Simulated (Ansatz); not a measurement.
# GaNH₆ (built from SMILES [H][H].[NH2][GaH2]): a reaction path by the nudged elastic band

What path joins these two structures, and how high does it climb? Both ends were relaxed at PBE0-D4 in triple zeta.

Program: Ansatz 0.2.0, Gaussian basis. Level of theory: PBE0-D4/def2-SVP. These are calculated values, not measurements.

22 further runs of the same task are left out: 22 set aside as unsound or not needed.

## (1) Starting geometry

The first end: 8 atoms, charge 0, spin multiplicity 1.

Atoms are counted from 1 here; the program's logs count them from 0.

Bond lengths: Ga1–N2 1.815 Å, Ga1–H3 1.561 Å, Ga1–H4 1.561 Å, N2–H7 1.006 Å, N2–H8 1.006 Å, H5–H6 0.748 Å. Angles: N2–Ga1–H3 116.8°, N2–Ga1–H4 116.8°, H3–Ga1–H4 126.4°, Ga1–N2–H7 124.0°, Ga1–N2–H8 124.0°, H7–N2–H8 111.9°.

Coordinates:

```
Ga   -0.4385    0.5725   -0.6525
N     1.3287    0.3819   -0.2862
H    -1.0346   -0.3636   -1.7506
H    -1.2092    1.6684    0.1491
H    -0.8287   -1.4494    1.4739
H    -1.5745   -1.4650    1.4219
H     1.9305   -0.2798   -0.7455
H     1.8262    0.9352    0.3902
```

The second end:

```
Ga   -1.08837    0.13445   -0.24678
N     0.99443   -0.12294    0.22561
H    -0.96684    0.13089   -1.82377
H    -1.31656    1.52270    0.47597
H     1.13356   -0.14770    1.22918
H    -1.64559   -1.16799    0.45671
H     1.34559   -0.98980   -0.16478
H     1.54368    0.64050   -0.15205
```

## (2) The band at PBE0-D4/def2-SVP

neb/in.yaml reads:

```yaml
crystal:
  periodic: [false, false, false]
  atoms:
    - {symbol: Ga, position_ang: [-0.438481, 0.572525, -0.652533]}
    - {symbol: N, position_ang: [1.328674, 0.381945, -0.286233]}
    - {symbol: H, position_ang: [-1.034556, -0.363614, -1.750636]}
    - {symbol: H, position_ang: [-1.209236, 1.668358, 0.149057]}
    - {symbol: H, position_ang: [-0.828725, -1.449446, 1.473856]}
    - {symbol: H, position_ang: [-1.574494, -1.465027, 1.421939]}
    - {symbol: H, position_ang: [1.930534, -0.279849, -0.745529]}
    - {symbol: H, position_ang: [1.826182, 0.935210, 0.390179]}
basis:
  gaussian: {orbitals: def2-SVP}
hamiltonian: {xc: pbe0, dispersion: d4}
neb:
  images: 5
  climbing: true
  max_iterations: 40
  initial_path: idpp
  final_atoms:
    - {symbol: Ga, position_ang: [-1.088370, 0.134445, -0.246777]}
    - {symbol: N, position_ang: [0.994426, -0.122942, 0.225609]}
    - {symbol: H, position_ang: [-0.966840, 0.130886, -1.823773]}
    - {symbol: H, position_ang: [-1.316560, 1.522697, 0.475968]}
    - {symbol: H, position_ang: [1.133565, -0.147701, 1.229183]}
    - {symbol: H, position_ang: [-1.645594, -1.167990, 0.456710]}
    - {symbol: H, position_ang: [1.345589, -0.989796, -0.164776]}
    - {symbol: H, position_ang: [1.543685, 0.640501, -0.152046]}
```

Started as:

```bash
$ ansatz run in.yaml --threads 2 --pin off --events-out ev --progress --plain --max-ram 4352MiB
```

What it wrote, cut to the lines that bear on the results:

```text
Functional definition: PBE0
  name "PBE0"
  cite "Adamo & Barone, J. Chem. Phys. 110, 6158 (1999) doi:10.1063/1.478522"
  cite "Perdew, Burke & Ernzerhof, Phys. Rev. Lett. 77, 3865 (1996) doi:10.1103/PhysRevLett.77.3865"
  parent pbe
[...]
825 factors; integrals over basis functions are off by at most 2.6e-4 eV
[...]
mean field -53948.38533790 eV, -1982.5665936389 hartree, gradient 2.3e-5 eV, S^2 0.000000; 0 other end points of the search recorded, 0 dependent functions left out
[...]
reference -53948.38536655 eV, -1982.5665946917 hartree; 22, 22 occupied and 54, 54 virtual orbitals, 825 factors
[... from here to the last solve, the lines of the solves are left out (180 solves) ...]
WARN: NEB end point (image 0): max|allowed force component| = 5.113e-1 eV/Å (the criterion of neb.relax_end_points is 1.000e-2). That is over neb.f_tol: it is no minimum, so the barrier can be far off. Relax it first
WARN: NEB end point (image 6): max|allowed force component| = 3.274e-1 eV/Å (the criterion of neb.relax_end_points is 1.000e-2). That is over neb.f_tol: it is no minimum, so the barrier can be far off. Relax it first
NEB iter   1: max|band force component| = 4.435e0 eV/Å  barrier→ = 4.4507 eV  barrier← = 5.3068 eV  Δτ_max = 0.2000 Å  (175 SCF iters)
[...]
NEB iter   7: max|band force component| = 1.170e0 eV/Å  barrier→ = 0.6210 eV  barrier← = 1.4771 eV  Δτ_max = 0.1063 Å  (125 SCF iters)
[...]
NEB iter  13: max|band force component| = 3.468e-1 eV/Å  barrier→ = 0.7965 eV  barrier← = 1.6526 eV  CI = image 2  Δτ_max = 0.0997 Å  (119 SCF iters)
[...]
NEB iter  19: max|band force component| = 1.590e-1 eV/Å  barrier→ = 0.7860 eV  barrier← = 1.6421 eV  CI = image 2  Δτ_max = 0.0046 Å  (100 SCF iters)
[...]
NEB iter  24: max|band force component| = 9.466e-2 eV/Å  barrier→ = 0.7860 eV  barrier← = 1.6420 eV  CI = image 2  Δτ_max = 0.0433 Å  (101 SCF iters)
[...]
NEB iter  25: max|band force component| = 3.056e-2 eV/Å  barrier→ = 0.7860 eV  barrier← = 1.6420 eV  CI = image 2  Δτ_max = 0.0000 Å  (1190 SCF iters)
Total energy: -53947.68428626 eV, -1982.5408304664 hartree
Atom 0 at    -0.805142     0.355519    -0.401674 Å, force    -0.000186     0.000083     0.000105 eV/Å
Atom 1 at     1.060892    -0.053306     0.077829 Å, force    -0.000128    -0.000207     0.000060 eV/Å
Atom 2 at    -1.302344    -0.387756    -1.682371 Å, force     0.000027    -0.000022    -0.000042 eV/Å
Atom 3 at    -1.337934     1.684320     0.223053 Å, force     0.000008     0.000047    -0.000051 eV/Å
Atom 4 at     0.034573    -0.757845     0.824809 Å, force     0.000065     0.000193     0.000084 eV/Å
Atom 5 at    -0.919354    -0.917063     0.980194 Å, force    -0.000013    -0.000138    -0.000073 eV/Å
Atom 6 at     1.645115    -0.573182    -0.572950 Å, force     0.000133     0.000104    -0.000014 eV/Å
Atom 7 at     1.624092     0.649416     0.551211 Å, force     0.000094    -0.000058    -0.000069 eV/Å
Dipole moment:     0.406003     0.047928    -0.044560 e Å
```

Wall time 5.2 min (2 threads of Intel Xeon Platinum 8375C at 2.90GHz, shared host).

The last band:

| image | path (Å) | energy (eV) | Ga1–H6 (Å) | N2–H5 (Å) | Ga1–N2 (Å) | H5–H6 (Å) |
| --- | --- | --- | --- | --- | --- | --- |
| 0 | 0.00 | 0.000 | 3.12 | 3.33 | 1.81 | 0.75 |
| 1 | 0.98 | 0.055 | 2.63 | 2.44 | 1.82 | 0.77 |
| 2 | 1.95 | 0.786 | 1.88 | 1.45 | 1.97 | 0.98 |
| 3 | 3.41 | -0.835 | 1.58 | 1.02 | 2.16 | 2.80 |
| 4 | 4.87 | -0.854 | 1.58 | 1.02 | 2.15 | 3.20 |
| 5 | 6.34 | -0.836 | 1.58 | 1.02 | 2.16 | 2.83 |
| 6 | 7.80 | -0.856 | 1.58 | 1.01 | 2.15 | 3.06 |

The highest image, 2:

```
Ga   -0.8051    0.3555   -0.4017
N     1.0609   -0.0533    0.0778
H    -1.3023   -0.3878   -1.6824
H    -1.3379    1.6843    0.2231
H     0.0346   -0.7578    0.8248
H    -0.9194   -0.9171    0.9802
H     1.6451   -0.5732   -0.5729
H     1.6241    0.6494    0.5512
```

## (3) Results

| quantity | value |
| --- | --- |
| PBE0-D4/def2-SVP, 25 iterations | highest 0.786 eV (image 2), last end -0.856 eV |
| from earlier runs: barrier over the separately found saddle, CCSD(T)/def2-TZVPP | 1.073 eV |

**Reading.** The highest image lies 0.786 eV above the first end, and it climbed, so it estimates the saddle. The ends are not quite minima at this level (largest force component 0.51 eV/Å), so the heights are unreliable: relaxing the first end would lower it and raise the barrier above it. The highest image is 0.287 eV below the CCSD(T) barrier in triple zeta, which comes from separate runs on the saddle.
